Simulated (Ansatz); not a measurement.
# WS2, space group P-6m2: a single point from a YAML input

With Ansatz 0.2.0 through its Python package.

`input.yaml`
```yaml
crystal:
  lattice:
    - [3.183516, 0.0, 0.0]
    - [-1.591758, 2.757006, 0.0]
    - [0.0, 0.0, 16.950578]
  atoms:
    - { symbol: W, position: [0.333333, 0.666667, 0.0] }
    - { symbol: S, position: [0.666667, 0.333333, 0.907999] }
    - { symbol: S, position: [0.666667, 0.333333, 0.092001] }
kpoints:
  mp_grid: { grid: [8, 8, 2] }
hamiltonian:
  xc: r2scan
scf:
  occupations: { method: fermi_dirac, width: 0.1 }
basis:
  ecutwfc: "500 eV"
output:
  forces: true
```

Notebook, run cell by cell (the value of a cell's last expression is shown):

```python
from collections import Counter
import warnings

import ansatz as az
```

```python
warnings.simplefilter('ignore', az.DeckWarning)
```

```python
planned = az.Session.from_deck('input.yaml').plan(threads=1, pin='off')
outcome = planned.execute()
report = outcome.report

{key: value for key, value in report.items() if isinstance(value, (int, float)) and 'ev' in key}
```

    {'n_hpsi_unsolved_levels': 204,
     'gap_by_band_count_ev': 2.16265651563348,
     'fermi_energy_ev': 1.1406783214145417,
     'harris_foulkes_ev': -12211.61356089847,
     'scf_correction_max_component_ev_ang': 0.00018550049801355483,
     'free_energy_ev': -12211.613560911566,
     'internal_energy_ev': -12211.613552784953,
     'lagrangian_ev': -12211.613560911566,
     'energy_sigma0_ev': -12211.61355684826,
     'lagrangian_sigma0_ev': -12211.61355684826,
     'lagrangian_above_aufbau_ev': -6.333171237353321e-07,
     'entropy_ts_ev': 8.126612590645772e-06}

```python
report['kpoints_frac'][:4]
```

    [[0.0, 0.0, 0.0], [0.0, 0.0, -0.5], [0.0, 0.125, 0.0], [0.0, 0.125, -0.5]]

```python
report['n_iterations'], report['closed_by']
```

    (7, 'deck_thresholds')

```python
for key in ('converged', 'n_iterations', 'n_electrons', 'n_kpoints', 'n_pw', 'n_symmetry_ops', 'free_energy_ev', 'fermi_energy_ev'):
    print(f'{key:18s} {report[key]}')
```

    converged          True
    n_iterations       7
    n_electrons        26.0
    n_kpoints          20
    n_pw               3775
    n_symmetry_ops     12
    free_energy_ev     -12211.613560911566
    fermi_energy_ev    1.1406783214145417

```python
print('forces (eV/A)')
for site, force in zip(outcome.lattice.sites, report['forces_ev_ang']):
    print(f'  {site.symbol:2s} {force[0]:9.4f} {force[1]:9.4f} {force[2]:9.4f}')
```

    forces (eV/A)
      W     0.0000    0.0000   -0.0000
      S     0.0000   -0.0000    0.0239
      S     0.0000   -0.0000   -0.0239

```python
terms = report['components']
{name: round(terms[name], 3) for name in ('e_kinetic', 'e_hartree', 'e_xc', 'e_local', 'e_nonlocal')}
```

    {'e_kinetic': 666.143,
     'e_hartree': 5881.658,
     'e_xc': -433.032,
     'e_local': -12403.972,
     'e_nonlocal': 57.695}

```python
told = Counter((n['data']['severity'], n['data']['kind']) for n in outcome.notices if n['event'] == 'notice')
for (severity, kind), count in sorted(told.items()):
    print(f'{severity:8s} {kind} x{count}')
```

    audit    band_cg_iterations x1
    audit    preconditioner_resolved x1

What to keep in mind:
- Absolute energies stand on the zero of these potentials, so only differences at equal settings mean something. A total without «per atom» is that of the cell as typed.
- Spin is left out of this run.
- Semilocal gaps usually lie well under measured ones.
- The cell holds layers, chains or clusters in vacuum, no bulk phase.
- The energy terms are those on the plane-wave grid, with the one-centre PAW part apart; the terms shown are only some of the summands, so they needn't add up to F.
- An absolute Fermi energy rests on an arbitrary zero of the periodic potential and has no direct meaning.
- An opening on this mesh may only mean that it misses a point where bands touch.
- Points of the mesh across the vacuum add cost only.
- This cell is a computed structure, which may not be the phase found in nature.
- Levels are Kohn-Sham eigenvalues on this mesh, without spin-orbit coupling.
- The whole script took 10 s on 1 thread of Arm Neoverse V1, with other jobs on the host, peak memory 0.66 GiB.

(Lines on the test bed's own set-up are left out of the output.)
